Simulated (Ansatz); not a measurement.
# GaP (zinc blende): the cost of one run

Method: DFT r2SCAN, scalar-relativistic, plane waves, PAW, in Ansatz 0.2.0.

### 1 The structure to begin with

The structure is cubic, space group F-43m (No. 216). The conventional cell has a = 5.522 Å, b = 5.522 Å, c = 5.522 Å, α = 90.00°, β = 90.00°, γ = 90.00°. Around Ga (site symmetry -43m) lie 4 P at 2.39 Å. Around P (site symmetry -43m) lie 4 Ga at 2.39 Å.

Structure file:

```
Ga P
1.0
     0.00000    2.76086    2.76086
     2.76086    0.00000    2.76086
     2.76086    2.76086    0.00000
Ga P
1 1
Direct
  0.00000 0.00000 0.00000
  0.25000 0.25000 0.25000
```

### 2 Volume × 1.04

input.yaml

```yaml
crystal:
  lattice:
    - [0.0, 2.7608593754, 2.7608593754]
    - [2.7608593754, 0.0, 2.7608593754]
    - [2.7608593754, 2.7608593754, 0.0]
  atoms:
    - { symbol: Ga, position: [0.0, 0.0, 0.0] }
    - { symbol: P, position: [0.25, 0.25, 0.25] }
scf:
  occupations: { method: fixed }
output:
  forces: true
  stress: true
  eigenvalues: true
  write_density: true
  write_potential: true
  elf: true
  volumetric_format: npy
hamiltonian:
  xc: r2scan
basis:
  ecutwfc: 500
kpoints:
  mp_grid: { grid: [10, 10, 10] }
```

Launch:

```console
ansatz run input.yaml --threads 2 --pin off --max-ram 6144MiB --backend cpu --events-out ev --progress --plain --runs-dir out
```

What time and memory should one allow on 2 threads of Arm Neoverse V1, shared host?

About 4.6 s, with a peak of 0.45 GiB.
